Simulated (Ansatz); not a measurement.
# CH₈O₃Si₂: a ladder of functionals and wavefunction methods

The task here is to estimate one member of a computed series from the others.

Computed with Ansatz 0.2.0, Gaussian basis. Level: functionals in def2-TZVPP, the program's frozen cores in correlated methods.

Plan: PBE-D4, r2SCAN-D4, PBE0-D4, B3LYP-D4, ωB97X-V, ωB97M-V, B2PLYP; CCSD(T)/def2-TZVPP; MP2/def2-QZVPP; extrapolation to the limit.

## The geometry

All runs share one geometry, relaxed beforehand with PBE0-D4 in a triple-zeta def2 set.

SMILES `O[SiH2]C[SiH](O)O`, 14 atoms, charge 0, spin multiplicity 1.

Atoms are counted from 1 here; the program's logs count them from 0.

Bond lengths: O1–Si2 1.642 Å, O1–H7 0.965 Å, Si2–C3 1.875 Å, Si2–H8 1.492 Å, Si2–H9 1.484 Å, C3–Si4 1.845 Å, C3–H10 1.096 Å, C3–H11 1.096 Å, Si4–O5 1.645 Å, Si4–O6 1.654 Å, Si4–H12 1.490 Å, O5–H13 0.957 Å, O6–H14 0.959 Å. Angles: Si2–O1–H7 113.1°, O1–Si2–C3 110.3°, O1–Si2–H8 112.0°, O1–Si2–H9 106.9°, C3–Si2–H8 108.1°, C3–Si2–H9 111.2°, H8–Si2–H9 108.4°, Si2–C3–Si4 114.1°, Si2–C3–H10 109.3°, Si2–C3–H11 108.4°, Si4–C3–H10 108.8°, Si4–C3–H11 108.5°, H10–C3–H11 107.5°, C3–Si4–O5 114.3°, C3–Si4–O6 104.9°, C3–Si4–H12 111.6°, O5–Si4–O6 107.3°, O5–Si4–H12 107.9° and more.

As a file:

```mol
CH8O3Si2
  3D, bonds by distance, orders not assigned

 14 13  0  0  0  0  0  0  0  0999 V2000
   -0.8902    1.4936   -1.7361 O   0  0
    0.6727    1.2716   -1.2828 Si  0  0
    0.7523    0.5863    0.4607 C   0  0
   -0.1504   -1.0074    0.6862 Si  0  0
   -0.5198   -1.3621    2.2495 O   0  0
   -1.5784   -0.8059   -0.1227 O   0  0
   -1.4789    0.7962   -1.4217 H   0  0
    1.3870    0.3236   -2.1868 H   0  0
    1.3391    2.5948   -1.3699 H   0  0
    1.8010    0.4424    0.7454 H   0  0
    0.3249    1.3285    1.1449 H   0  0
    0.6161   -2.1555    0.1263 H   0  0
   -0.0101   -2.0485    2.6803 H   0  0
   -2.2652   -1.4577    0.0267 H   0  0
  1  2  8  0
  2  3  8  0
  3  4  8  0
  4  5  8  0
  4  6  8  0
  1  7  8  0
  2  8  8  0
  2  9  8  0
  3 10  8  0
  3 11  8  0
  4 12  8  0
  5 13  8  0
  6 14  8  0
M  END
```

The first run:

in.yaml reads:

```yaml
crystal:
  periodic: [false, false, false]
  atoms:
    - {symbol: O, position_ang: [-0.890229, 1.493566, -1.736059]}
    - {symbol: Si, position_ang: [0.672686, 1.271587, -1.282825]}
    - {symbol: C, position_ang: [0.752271, 0.586332, 0.460733]}
    - {symbol: Si, position_ang: [-0.150362, -1.007377, 0.686216]}
    - {symbol: O, position_ang: [-0.519824, -1.362080, 2.249516]}
    - {symbol: O, position_ang: [-1.578405, -0.805923, -0.122718]}
    - {symbol: H, position_ang: [-1.478928, 0.796248, -1.421694]}
    - {symbol: H, position_ang: [1.386998, 0.323586, -2.186839]}
    - {symbol: H, position_ang: [1.339094, 2.594799, -1.369860]}
    - {symbol: H, position_ang: [1.800989, 0.442404, 0.745358]}
    - {symbol: H, position_ang: [0.324850, 1.328505, 1.144862]}
    - {symbol: H, position_ang: [0.616138, -2.155450, 0.126337]}
    - {symbol: H, position_ang: [-0.010078, -2.048500, 2.680290]}
    - {symbol: H, position_ang: [-2.265208, -1.457677, 0.026693]}
basis:
  gaussian: {orbitals: def2-TZVPP}
hamiltonian: {xc: pbe, dispersion: d4}
output: {forces: true, orbitals: {seedname: orbitals}}
```

The run is started by

```sh
> ansatz run in.yaml --threads 2 --pin off --events-out ev --progress --plain --max-ram 22528MiB --backend cuda --devices 0, --max-vram 18GiB
```

Among the steps run: PBE-D4 (GGA); r2SCAN-D4 (meta-GGA); PBE0-D4 (hybrid); B3LYP-D4 (hybrid); ωB97X-V (range-separated); ωB97M-V (range-separated); B2PLYP (double hybrid); CCSD(T) in def2-TZVPP; MP2 in def2-QZVPP.

One of the session's tables, all rows but one given; the rest of the session is left out.

```
            method  atomisation energy (eV)
            PBE-D4                   55.166
         r2SCAN-D4                   54.906
           PBE0-D4                   54.276
          B3LYP-D4                   54.617
           ωB97X-V                   55.025
           ωB97M-V                   55.056
            B2PLYP                   54.185
     HF/def2-TZVPP                        ?
    MP2/def2-TZVPP                   54.596
   CCSD/def2-TZVPP                   52.823
CCSD(T)/def2-TZVPP                   53.559
           MP2/CBS                   56.203
       CCSD(T)/CBS                   55.166
```

Q: Estimate the row for HF/def2-TZVPP from the others.

As computed: atomisation energy (eV): 39.884. In the column «atomisation energy (eV)» it is the lowest.
